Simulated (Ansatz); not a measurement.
# PBE/6-311+G(d,p) run of SiH2Cl2 (dichlorosilane (DCS))

Aim: the electronic atomisation energy of SiH2Cl2 (dichlorosilane (DCS)) at PBE/6-311+G**, from 4 runs. 

The calculation is run with Ansatz 0.2.0.

47 further runs of the same task are left out: 4 that didn't finish, 43 set aside as unsound or not needed.

**1. The molecule**

SiH2Cl2 has 5 atoms, charge 0, and is taken as a singlet. As SMILES, `Cl[SiH2]Cl`. Geometry: relaxed at PBE0-D4/def2-TZVP.

Bond lengths: Cl1–Si2 2.040 Å, Si2–Cl3 2.040 Å, Si2–H4 1.476 Å, Si2–H5 1.476 Å. Angles: Cl1–Si2–Cl3 110.1°, Cl1–Si2–H4 108.5°, Cl1–Si2–H5 108.5°, Cl3–Si2–H4 108.5°, Cl3–Si2–H5 108.5°, H4–Si2–H5 112.7°.

**2. The energy at PBE/6-311+G(d,p)**

File run.yaml:

```yaml
crystal:
  periodic: [false, false, false]
  atoms:
    - {symbol: Cl, position_ang: [-1.036100, -0.393400, 1.609300]}
    - {symbol: Si, position_ang: [0.136800, -0.071700, -0.028900]}
    - {symbol: Cl, position_ang: [-0.799200, 1.196800, -1.324000]}
    - {symbol: H, position_ang: [0.352000, -1.362200, -0.711200]}
    - {symbol: H, position_ang: [1.396500, 0.556600, 0.413400]}
basis:
  gaussian:
    orbitals: 6-311+G_st__st_-spherical.json
output: {orbitals: {seedname: orbitals}}
hamiltonian:
  xc: {name: PBE}
accuracy: high
```

The basis set 6-311+G** is read from a file made from the Basis Set Exchange's data (not shown).

Started as:

```console
$ ansatz run run.yaml --threads 1 --pin off --max-ram 3480MiB --events-out events.jsonl --progress --plain --runs-dir runs
```

What it wrote:

```text
Warning: RAYON_NUM_THREADS=1 ignored (pool sized by the plan → 1); use --threads N
Functional definition: PBE
  name "PBE"
  parameter kappa = 0.804
  parameter beta = 0.06672455060314922
  exchange = pbe_x(kappa = kappa, mu = beta*pi^2/3)
  correlation = pbe_c(beta = beta)
1711 factors; integrals over basis functions are off by at most 4.4e-9 eV
mean field evaluation 1: about -32943.4449 eV, gradient 1.7e1 eV
mean field evaluation 2: about -32943.8613 eV, gradient 1.4e1 eV
mean field evaluation 4: about -32944.3158 eV, gradient 5.0e-1 eV
mean field evaluation 8: about -32944.3096 eV, gradient 4.4e-2 eV
mean field evaluation 16: about -32944.3096 eV, gradient 3.7e-6 eV
mean field -32944.30961797 eV, -1210.6810480054 hartree, gradient 5.9e-8 eV, S^2 0.000000; 0 other end points of the search recorded, 0 dependent functions left out
reference -32944.30962507 eV, -1210.6810482661 hartree; 25, 25 occupied and 77, 77 virtual orbitals, 1711 factors
Total energy: -32944.30962507 eV, -1210.6810482661 hartree
```

Run time: 6.6 s. Hardware: 1 thread of Arm Neoverse V2, shared host; peak memory 0.22 GiB.

**3. The Cl atom**

File in.yaml:

```yaml
crystal:
  periodic: [false, false, false]
  atoms:
    - {symbol: Cl, position_ang: [0.000000, 0.000000, 0.000000]}
basis:
  gaussian: {orbitals: 6-311+G_st__st_-spherical.json}
magnetization: {spin_polarized: true, initial_magnetization: 1}
hamiltonian: {xc: {name: PBE}}
accuracy: high
```

The basis set 6-311+G** is read from a file made from the Basis Set Exchange's data (not shown).

Run the same way, it converges to -459.95758 Eh (log not shown).

**4. The H atom at the same level**

File in.yaml:

```yaml
crystal:
  periodic: [false, false, false]
  atoms:
    - {symbol: H, position_ang: [0.000000, 0.000000, 0.000000]}
basis:
  gaussian: {orbitals: 6-311+G_st__st_.json}
magnetization: {spin_polarized: true, initial_magnetization: 1}
hamiltonian: {xc: pbe}
accuracy: high
```

The basis set 6-311+G** is read from a file made from the Basis Set Exchange's data (not shown).

Run the same way, it converges to -0.49962 Eh (log not shown).

**5. The Si atom at the same level**

File input.yaml:

```yaml
crystal:
  periodic: [false, false, false]
  atoms:
    - {symbol: Si, position_ang: [0.000000, 0.000000, 0.000000]}
basis:
  gaussian:
    orbitals: 6-311+G_st__st_-spherical.json
magnetization:
  spin_polarized: true
  initial_magnetization: 2
hamiltonian:
  xc: pbe
accuracy: high
```

The basis set 6-311+G** is read from a file made from the Basis Set Exchange's data (not shown).

Run the same way, it converges to -289.22484 Eh (log not shown).

**6. Summary of results**

At PBE/6-311+G**:

| quantity | value |
| --- | --- |
| molecule: total energy | -1210.68105 Eh |
| molecule: HOMO energy | -7.84 eV |
| molecule: LUMO energy | -1.21 eV |
| molecule: HOMO–LUMO gap | 6.63 eV |
| Cl atom: total energy | -459.95758 Eh |
| Cl atom: ⟨S²⟩ | 0.752 |
| H atom: total energy | -0.49962 Eh |
| H atom: ⟨S²⟩ | 0.750 |
| Si atom: total energy | -289.22484 Eh |
| Si atom: ⟨S²⟩ | 2.002 |
| electronic atomisation energy | 14.743 eV |

Taking the molecule apart into free atoms costs 14.74 eV (340 kcal/mol), before zero-point energy and without spin-orbit coupling.
